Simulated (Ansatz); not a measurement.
# BiBr3: the cost of one run

Method: the settings change from run to run; program: Ansatz 0.2.0, Gaussian basis.

## Step 1: The molecule

An earlier PBE0-D4 in a triple-zeta def2 set relaxation fixed the geometry. Bi takes a core potential in def2 sets; no spin-orbit term is included.

SMILES `[Br][Bi]([Br])[Br]`, 4 atoms, charge 0, spin multiplicity 1.

Atoms are counted from 1 here; the program's logs count them from 0.

Bond lengths: Br1–Bi2 2.582 Å, Bi2–Br3 2.582 Å, Bi2–Br4 2.582 Å. Angles: Br1–Bi2–Br3 98.9°, Br1–Bi2–Br4 98.9°, Br3–Bi2–Br4 98.9°.

## Step 2: B3LYP/def2-SVPD

This run has finite nuclei, a point charge of 2.00 e beside it, D4 dispersion, the search for lower states set to off.

Contents of in.yaml:

```yaml
crystal:
  periodic: [false, false, false]
  atoms:
    - {symbol: Br, position_ang: [0.309492, 0.707060, 2.152363]}
    - {symbol: Bi, position_ang: [-0.855725, -0.346750, 0.103315]}
    - {symbol: Br, position_ang: [1.036881, -1.926708, -0.663916]}
    - {symbol: Br, position_ang: [-0.490648, 1.566408, -1.591772]}
basis:
  gaussian: {orbitals: def2-SVPD, nuclear_model: gaussian, point_charges: [{charge: 2.00, position_ang: [4.178, -0.746, -0.035]}]}
hamiltonian: {xc: {name: B3LYP}, dispersion: d4}
scf: {lower_state_search: off}
output: {forces: true}
```

The run is started by

```sh
$ ansatz run in.yaml --threads 2 --pin off --events-out ev --progress --plain --max-ram 22528MiB --backend cpu
```

Q: Estimate wall time and peak memory on 2 threads of AMD EPYC 7R13, shared host.

About 4.4 s, with a peak of 0.51 GiB.
